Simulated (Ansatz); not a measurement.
**HfTl2PbS4: a short molecular-dynamics run**

Aim: set HfTl2PbS4 (a randomly packed cell, 16 atoms, not relaxed) in motion for 20 steps of 0.5 fs under a Langevin thermostat at 300 K, and see how temperature, energy and positions respond.

All numbers below are computed with Ansatz 0.2.0 (DFT PBEsol, plane waves, PAW, scalar-relativistic, no spin polarisation).

**1. The starting structure**

The cell holds 16 atoms (Hf2Pb2S8Tl4): a = 7.201 Å, b = 7.721 Å, c = 7.527 Å, α = 101.50°, β = 87.47°, γ = 88.06°.

Coordinates:

```xyz
16
Lattice="7.1857 0.3058 -0.3621 -0.0994 7.6897 -0.6873 0.7434 -0.8314 7.4435" Properties=species:S:1:pos:R:3 pbc="T T T"
Tl    6.6850    3.8457    2.9823
Tl    3.0703    0.2712    4.5125
Tl    5.8725    1.3917    5.4261
Tl    5.3676    4.6395    0.2342
Pb    5.7278    6.9037    2.4243
Pb    5.5013    1.6187    1.0718
Hf    3.4543    3.7229    5.6707
Hf    0.4870    6.6485    0.0192
S     1.7276    5.3512    3.6833
S     4.0963    6.7182    6.1121
S     0.6722    0.9392    3.0778
S     2.8862    0.6357    1.7152
S     2.6968    4.9316    1.2896
S     3.4211    2.9174    2.7415
S     1.3933    0.8962    6.7695
S     6.2201    5.7699    5.0269
```

**2. The run**

The input, input.yaml:

```yaml
crystal:
  lattice:
    - [7.185685, 0.305759, -0.362076]
    - [-0.099394, 7.689698, -0.687333]
    - [0.74344, -0.831407, 7.443529]
  atoms:
    - { symbol: Tl, position: [0.886617, 0.518006, 0.491623] }
    - { symbol: Tl, position: [0.363115, 0.089174, 0.632135] }
    - { symbol: Tl, position: [0.73912, 0.236665, 0.78678] }
    - { symbol: Tl, position: [0.742508, 0.586985, 0.121786] }
    - { symbol: Pb, position: [0.76349, 0.915795, 0.447399] }
    - { symbol: Pb, position: [0.747795, 0.202284, 0.199045] }
    - { symbol: Hf, position: [0.402265, 0.558202, 0.832947] }
    - { symbol: Hf, position: [0.070872, 0.871127, 0.086461] }
    - { symbol: S, position: [0.191473, 0.75028, 0.573422] }
    - { symbol: S, position: [0.486752, 0.955184, 0.933006] }
    - { symbol: S, position: [0.051227, 0.166745, 0.431382] }
    - { symbol: S, position: [0.37633, 0.095557, 0.257554] }
    - { symbol: S, position: [0.358377, 0.654229, 0.251099] }
    - { symbol: S, position: [0.437538, 0.408186, 0.427285] }
    - { symbol: S, position: [0.100218, 0.213542, 0.934038] }
    - { symbol: S, position: [0.795191, 0.803951, 0.788258] }
kpoints:
  mp_grid: { grid: [2, 2, 2] }
magnetization:
  spin_polarized: false
scf:
  occupations: { method: fermi_dirac, width: 0.1 }
hamiltonian:
  pseudopotentials: { kind: paw }
  xc: pbesol
basis:
  ecutwfc: 420
md:
  timestep: 0.5
  n_steps: 20
  ensemble: nvt_langevin
  temperature: 300.0
  initial_velocities: maxwell_boltzmann
  seed: 430332
```

The run is started by

```bash
ansatz run input.yaml --threads 2 --pin off --max-ram 2560MiB --backend cpu --events-out ev --progress --plain --runs-dir out
```

The log of the run (excerpt; [...] marks lines left out):

```text
Warning: md: disabling space-group detection — thermal motion breaks the input geometry's symmetry, so no spatial operation reduces the k-mesh or symmetrises the density; time reversal is kept, so that k and −k are solved as one point where they differ and the mesh holds both, and exact [...]
Warning: RAYON_NUM_THREADS=2 ignored (pool sized by the plan → 2); use --threads N
[...]
Pseudopotentials: kind: paw
Pseudopotential: Tl, paw, valence charge 13, recommended cutoff 420 eV (normal), Tl.paw.azcp
Pseudopotential: Pb, paw, valence charge 14, recommended cutoff 420 eV (normal), Pb.paw.azcp
Pseudopotential: Hf, paw, valence charge 26, recommended cutoff 420 eV (normal), Hf.paw.azcp
Pseudopotential: S, paw, valence charge 6, recommended cutoff 420 eV (normal), S.paw.azcp
Functional definition: PBEsol
[...]
Crystal: 16 atoms, lattice volume = 409.301 Å³
Basis set: ecut = 420 eV, 7977 PW (Γ), exchange–correlation on 100×108×108 points (8 copies of the dense FFT grid, shifted against one another)
Bands: 108, of which v1, the nominal top of the filled ones, is band 90 counted from 1 (89 counted from 0)
Symmetry: 1 space group operations
k-points: 8
[...]
SCF iter   1: F=—  HF=-106964.514115 eV  |F-HF|=—  |Δ(HF+E_count)|=         —  Δρ=7.07e-3  dr2=5.45e-1  ethr=1.77e-3  ⟨swp⟩=6.1  Hψ=3152  notcnv=0
[...]
md step     0: t =     0.00 fs  T =   281.2 K  F+E_penalty+E_count = -106964.43248170 eV  E_kin = 0.581670 eV  (9 SCF iters)
[...]
md step     4: t =     2.00 fs  T =   301.2 K  F+E_penalty+E_count = -106964.48038432 eV  E_kin = 0.622916 eV  (6 SCF iters)
[...]
md step     5: t =     2.50 fs  T =   316.0 K  F+E_penalty+E_count = -106964.49548533 eV  E_kin = 0.653562 eV  (3 SCF iters)
[...]
SCF iter   4: F=-106964.512194 eV  HF=-106964.512194 eV  |F-HF|=2.21e-9  |Δ(HF+E_count)|=   7.44e-9  Δρ=5.29e-7  dr2=2.55e-9  ethr=8.89e-12  ⟨swp⟩=4.0  Hψ=2915  notcnv=0
```

**3. The output, continued**

Output, continued (excerpt; [...] marks lines left out):

```text
[...]
md step     6: t =     3.00 fs  T =   321.3 K  F+E_penalty+E_count = -106964.51219431 eV  E_kin = 0.664434 eV  (4 SCF iters)
[...]
md step     9: t =     4.50 fs  T =   360.3 K  F+E_penalty+E_count = -106964.57566173 eV  E_kin = 0.745116 eV  (3 SCF iters)
[...]
md step    12: t =     6.00 fs  T =   391.3 K  F+E_penalty+E_count = -106964.65213624 eV  E_kin = 0.809195 eV  (4 SCF iters)
[...]
md step    15: t =     7.50 fs  T =   415.3 K  F+E_penalty+E_count = -106964.73891367 eV  E_kin = 0.858879 eV  (3 SCF iters)
[...]
md step    18: t =     9.00 fs  T =   460.4 K  F+E_penalty+E_count = -106964.84108186 eV  E_kin = 0.952179 eV  (4 SCF iters)
[...]
md step    19: t =     9.50 fs  T =   488.0 K  F+E_penalty+E_count = -106964.87810531 eV  E_kin = 1.009278 eV  (3 SCF iters)
[...]
md step    20: t =    10.00 fs  T =   497.8 K  F+E_penalty+E_count = -106964.91628760 eV  E_kin = 1.029621 eV  (6 SCF iters)
SCF converged after 6 iterations
Free energy (F): -106964.916288 eV
[...]
E sigma→0 (E₀):  -106964.756849 eV
Entropy (-TS):   -0.318877 eV (-19.930 meV/atom)
Fermi energy:    8.738177 eV
[...]
--- Forces (eV/Å), atoms counted from 1 ---
  atom   1  Tl     0.34177251     0.05868215     0.27949597
  atom   2  Tl    -0.72358068    -0.08616313     0.26068372
  atom   3  Tl     0.49484041     0.46731699    -0.24139069
  atom   4  Tl     0.05410642     0.39231811    -0.73019052
  atom   5  Pb     0.24826320     0.27204509    -0.02329615
  atom   6  Pb    -0.08923615    -0.32095920    -0.11045066
  atom   7  Hf    -0.62772804     1.79480464    -0.79177438
  atom   8  Hf     1.40660557     1.62054699    -0.73057629
[...]
--- MD trajectory: 20 steps, t = 0.0 → 10.0 fs ---
  final state: T = 497.8 K   F+E_penalty+E_count = -106964.91628760 eV   E_kin = 1.029621 eV
```

Run time: 2.4 min. Hardware: 2 threads of AMD EPYC 7R43 (Zen 3), shared host; peak memory 1.2 GiB.

**4. Frames and traces**

One step in 2; energies are changes from step 0; msd is the mean square displacement from the start, the centre of mass held:

```
time (fs)  T (K)  potential energy change (meV/atom)  msd S (Å²)  msd Hf (Å²)  msd Pb (Å²)  msd Tl (Å²)
      0.0    281                                 0.0       0.000        0.000        0.000        0.000
      1.0    300                                -1.3       0.000        0.000        0.000        0.000
      2.0    301                                -3.0       0.000        0.000        0.000        0.000
      3.0    321                                -5.0       0.000        0.000        0.000        0.000
      4.0    339                                -7.5       0.000        0.000        0.000        0.000
      5.0    377                               -10.5       0.001        0.000        0.000        0.000
      6.0    391                               -13.7       0.001        0.000        0.000        0.000
      7.0    410                               -17.3       0.002        0.000        0.000        0.000
      8.0    433                               -21.2       0.002        0.000        0.000        0.000
      9.0    460                               -25.5       0.003        0.000        0.000        0.000
     10.0    498                               -30.2       0.004        0.000        0.000        0.000
```

time (fs), T (K) and a bar:
```
      0.0        281 
      0.5        285 #
      1.0        300 ###
      1.5        296 ##
      2.0        301 ###
      2.5        316 #####
      3.0        321 ######
      3.5        330 #######
      4.0        339 ########
      4.5        360 ###########
      5.0        377 #############
      5.5        376 #############
      6.0        391 ###############
      6.5        405 #################
      7.0        410 ##################
      7.5        415 ###################
      8.0        433 #####################
      8.5        446 #######################
      9.0        460 #########################
      9.5        488 #############################
     10.0        498 ##############################
```

Pair distribution over the second half of the run:

```
r (Å)  g S–S  g Tl–S  g Tl–Tl
 0.68   0.00    0.00     0.00
 0.84   0.00    0.00     0.00
 1.00   0.00    0.00     0.00
 1.16   0.00    0.00     0.00
 1.32   0.00    0.00     0.00
 1.48   0.00    0.00     0.00
 1.64   0.00    0.00     0.00
 1.80   0.00    0.00     0.00
 1.96   0.00    0.00     0.00
 2.12   0.00    0.00     0.00
 2.28   0.00    0.00     0.00
 2.44   1.14    0.00     0.00
 2.60   4.26    0.00     0.00
 2.76   1.06    2.69     0.00
 2.92   0.00    5.06     0.00
 3.08   1.13    0.20     3.40
 3.24   0.36    1.92     4.94
 3.40   1.92    1.39     1.54
```

First peaks of g(r) (not always the tallest), and, where a minimum follows, the mean number of second-named atoms round a first-named one up to the next minimum:

```
 pair  peak (Å)  height  minimum (Å)  neighbours
  S–S      2.60     4.3         2.84         1.5
 Tl–S      2.84     6.6         3.08         2.5
Tl–Tl      3.16     6.8            -           -
```

**5. Snapshots as a file**

Extended XYZ, with forces in eV/Å:

```xyz
16
Lattice="7.186 0.306 -0.362 -0.099 7.690 -0.687 0.743 -0.831 7.444" Properties=species:S:1:pos:R:3:forces:R:3 pbc="T T T" time_fs=1.5 T=296 dE=-0.0337
Tl    6.684    3.846    2.984    0.365    0.049    0.266
Tl    3.070    0.271    4.513   -0.677   -0.064    0.382
Tl    5.870    1.394    5.425    0.463    0.499   -0.239
Tl    5.367    4.639    0.235    0.024    0.369   -0.799
Pb    5.729    6.903    2.425    0.270    0.283   -0.006
Pb    5.504    1.620    1.069   -0.034   -0.255   -0.175
Hf    3.452    3.725    5.670   -0.530    1.730   -0.667
Hf    0.486    6.646    0.020    1.478    1.611   -0.714
S     1.729    5.342    3.689    0.296   -0.759    1.422
S     4.105    6.716    6.106   -0.168   -1.764    0.648
S     0.668    0.939    3.081   -0.526   -0.955   -0.523
S     2.891    0.631    1.713   -0.686   -1.042   -1.249
S     2.702    4.931    1.287   -0.793    0.517   -1.436
S     3.424    2.920    2.743    0.496    0.344    1.669
S     1.396    0.894    6.769   -0.361   -0.587    0.308
S     6.226    5.769    5.035    0.386    0.024    1.112
16
Lattice="7.186 0.306 -0.362 -0.099 7.690 -0.687 0.743 -0.831 7.444" Properties=species:S:1:pos:R:3:forces:R:3 pbc="T T T" time_fs=3.5 T=330 dE=-0.0987
Tl    6.683    3.847    2.985    0.362    0.047    0.268
Tl    3.070    0.272    4.514   -0.692   -0.068    0.353
Tl    5.867    1.397    5.424    0.474    0.495   -0.239
Tl    5.365    4.638    0.235    0.033    0.375   -0.790
Pb    5.730    6.903    2.426    0.264    0.284   -0.009
Pb    5.508    1.623    1.066   -0.041   -0.274   -0.163
Hf    3.449    3.728    5.668   -0.554    1.742   -0.688
Hf    0.484    6.644    0.021    1.454    1.613   -0.725
S     1.731    5.327    3.699    0.316   -0.737    1.478
S     4.115    6.712    6.099   -0.147   -1.770    0.644
S     0.661    0.938    3.085   -0.505   -0.956   -0.523
S     2.898    0.625    1.709   -0.684   -1.034   -1.230
S     2.707    4.931    1.282   -0.793    0.495   -1.444
S     3.430    2.925    2.746    0.489    0.323    1.658
S     1.400    0.891    6.769   -0.370   -0.584    0.310
S     6.234    5.767    5.047    0.394    0.047    1.103
16
Lattice="7.186 0.306 -0.362 -0.099 7.690 -0.687 0.743 -0.831 7.444" Properties=species:S:1:pos:R:3:forces:R:3 pbc="T T T" time_fs=5.0 T=377 dE=-0.1681
Tl    6.683    3.847    2.985    0.359    0.048    0.270
Tl    3.070    0.272    4.515   -0.703   -0.072    0.328
Tl    5.865    1.399    5.422    0.481    0.490   -0.239
Tl    5.364    4.637    0.235    0.040    0.379   -0.780
Pb    5.731    6.903    2.427    0.260    0.283   -0.012
Pb    5.511    1.624    1.064   -0.051   -0.287   -0.153
Hf    3.446    3.730    5.667   -0.571    1.755   -0.707
Hf    0.484    6.642    0.022    1.442    1.615   -0.729
S     1.732    5.316    3.707    0.333   -0.721    1.522
S     4.122    6.706    6.093   -0.131   -1.775    0.642
S     0.657    0.937    3.088   -0.484   -0.955   -0.525
S     2.902    0.619    1.705   -0.687   -1.030   -1.216
S     2.710    4.931    1.277   -0.798    0.480   -1.455
S     3.435    2.928    2.750    0.489    0.307    1.655
S     1.403    0.889    6.769   -0.376   -0.583    0.313
S     6.238    5.766    5.058    0.398    0.064    1.089
16
Lattice="7.186 0.306 -0.362 -0.099 7.690 -0.687 0.743 -0.831 7.444" Properties=species:S:1:pos:R:3:forces:R:3 pbc="T T T" time_fs=6.5 T=405 dE=-0.2474
Tl    6.683    3.848    2.986    0.355    0.050    0.271
Tl    3.070    0.272    4.515   -0.713   -0.076    0.304
Tl    5.863    1.402    5.421    0.487    0.485   -0.239
Tl    5.362    4.636    0.234    0.046    0.383   -0.767
Pb    5.733    6.902    2.428    0.257    0.282   -0.015
Pb    5.514    1.626    1.062   -0.060   -0.299   -0.141
Hf    3.444    3.733    5.666   -0.588    1.769   -0.729
Hf    0.483    6.641    0.023    1.430    1.616   -0.732
S     1.733    5.304    3.717    0.351   -0.706    1.568
S     4.130    6.699    6.088   -0.117   -1.781    0.638
S     0.651    0.937    3.092   -0.463   -0.954   -0.527
S     2.907    0.614    1.701   -0.691   -1.024   -1.201
S     2.712    4.931    1.272   -0.803    0.465   -1.468
S     3.441    2.932    2.756    0.491    0.292    1.654
S     1.406    0.887    6.770   -0.383   -0.582    0.314
S     6.243    5.764    5.070    0.402    0.081    1.071
16
Lattice="7.186 0.306 -0.362 -0.099 7.690 -0.687 0.743 -0.831 7.444" Properties=species:S:1:pos:R:3:forces:R:3 pbc="T T T" time_fs=8.5 T=446 dE=-0.3730
Tl    6.683    3.849    2.987    0.349    0.055    0.275
Tl    3.070    0.273    4.516   -0.720   -0.082    0.277
Tl    5.861    1.405    5.419    0.493    0.475   -0.241
Tl    5.361    4.635    0.234    0.052    0.389   -0.747
Pb    5.735    6.902    2.429    0.252    0.277   -0.020
Pb    5.518    1.628    1.059   -0.076   -0.314   -0.125
Hf    3.441    3.737    5.664   -0.611    1.784   -0.763
Hf    0.483    6.640    0.023    1.416    1.618   -0.731
S     1.734    5.290    3.730    0.374   -0.685    1.632
S     4.141    6.688    6.083   -0.100   -1.785    0.627
S     0.645    0.936    3.096   -0.434   -0.954   -0.530
S     2.914    0.605    1.695   -0.701   -1.016   -1.185
S     2.714    4.931    1.264   -0.813    0.444   -1.489
S     3.448    2.938    2.768    0.501    0.272    1.659
S     1.409    0.885    6.770   -0.391   -0.584    0.317
S     6.248    5.763    5.088    0.407    0.104    1.043
16
Lattice="7.186 0.306 -0.362 -0.099 7.690 -0.687 0.743 -0.831 7.444" Properties=species:S:1:pos:R:3:forces:R:3 pbc="T T T" time_fs=10.0 T=498 dE=-0.4838
Tl    6.683    3.850    2.988    0.342    0.059    0.279
Tl    3.069    0.273    4.516   -0.724   -0.086    0.261
Tl    5.860    1.408    5.418    0.495    0.467   -0.241
Tl    5.360    4.634    0.234    0.054    0.392   -0.730
Pb    5.736    6.903    2.429    0.248    0.272   -0.023
Pb    5.521    1.629    1.057   -0.089   -0.321   -0.110
Hf    3.439    3.740    5.663   -0.628    1.795   -0.792
Hf    0.483    6.640    0.024    1.407    1.621   -0.731
S     1.735    5.279    3.741    0.395   -0.669    1.681
S     4.150    6.679    6.081   -0.092   -1.784    0.617
S     0.639    0.936    3.098   -0.410   -0.956   -0.531
S     2.919    0.597    1.690   -0.709   -1.004   -1.174
S     2.714    4.933    1.257   -0.824    0.428   -1.509
S     3.452    2.943    2.778    0.514    0.255    1.665
S     1.410    0.882    6.771   -0.395   -0.588    0.320
S     6.253    5.763    5.103    0.416    0.120    1.018
```

**6. Results**

| quantity | value |
| --- | --- |
| length | 20 steps of 0.5 fs |
| temperature, first and last step | 281 and 498 K |
| temperature, second half | mean 427 K, from 376 to 498 K |
| potential energy, second half | -20 meV/atom from the start |
| mean square displacement, second half | S 0.002, Hf 0.000, Pb 0.000, Tl 0.000 Å² |

What this shows: Against a set 300 K the second half averages 427 K, going from 377 to 498 K over that half; the potential energy of that half lies 20 meV/atom under the start, so the atoms have moved to lower-lying arrangements, and the energy set free heats the cell. Over the second half S atoms stand 0.0 Å (root mean square) from where they began, and the farthest move is 0.1 Å. A run of 10 fs with 16 atoms shows the motion but fixes no equilibrium value.
